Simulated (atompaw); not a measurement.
# B: generating and testing a PAW (atompaw) potential

Do these settings give a usable potential? It is generated, then checked for scattering, ghosts and hardness.

Method: atompaw 4.2.0.5, PBE, scalar-relativistic.

### Step 1. Starting point

The settings as typed:

```
element                 : boron (B, Z = 5)
type                    : PAW
frozen core             : [He]
valence charge          : 3
reference configuration : 2s1.5 2p1.5
partial waves           : 2s (bound); 2s channel at -0.35 Ry; 2p (bound); 2p channel at 1.15 Ry
local potential         : bessel scheme, radius 2.80 bohr
core correction         : smooth core density matched at 2.50 bohr
augmentation charge     : sinc compensation charge, radius 2.65 bohr; PAW radius 3.00 bohr; waves and projectors: bloechl
```

An earlier all-electron run gives the scale for the radii.

All-electron outer shells of the reference configuration (PBE, scalar-relativistic, ld1.x):

```tsv
shell	level (eV)	outermost node (bohr)	outermost maximum (bohr)
1s	-181.19	–	0.21
2s	-9.69	0.46	1.52
2p	-3.84	–	1.57
```

### Step 2. The generation run

Contents of B.input:

```
B 5
GGA-PBE scalarrelativistic loggrid 1500 logderivrange -3 5 201
2 2 0 0 0 0
2 0 1.5
2 1 1.5
0 0 0
c
v
v
1
3.00 2.65 2.80 2.50
y
-0.35
n
y
1.15
n
bloechl sinc
bessel
PWSCFOUT
UPFDX 0.0125d0 UPFXMIN -7.d0 UPFZMESH 5.d0
END
```

Launch:

```
atompaw < B.input > B.log
```

What does the calculation give? Wanted: cutoffs for 10 and 1 mRy, occupied levels; bound ghosts; largest phase difference near zero energy, channels read; lowest eigenvalue of the overlap; share of valence orbitals outside the PAW sphere; UPF file.

The runs gave:

| quantity | value |
| --- | --- |
| cutoffs for 10 and 1 mRy, occupied levels | 8 Ry and 12 Ry |
| bound ghosts | none found |
| largest phase difference near zero energy, channels read | 0.002 rad |
| lowest eigenvalue of the overlap (Bessel basis) | 0.623 (s) |
| share of valence orbitals outside the PAW sphere | 2s 11 %, 2p 22 % |
| UPF file | written |

**Reading.** By its cutoff, 8 Ry for the looser tolerance, it is soft on the atom at that tolerance. The slowest occupied level is 2p: taken alone it needs 12 Ry to come within 1 mRy, against 8 Ry for 2s. It is free of bound ghosts as far as tested. Near zero energy the phases of the channels with partial waves agree within 0.002 rad.
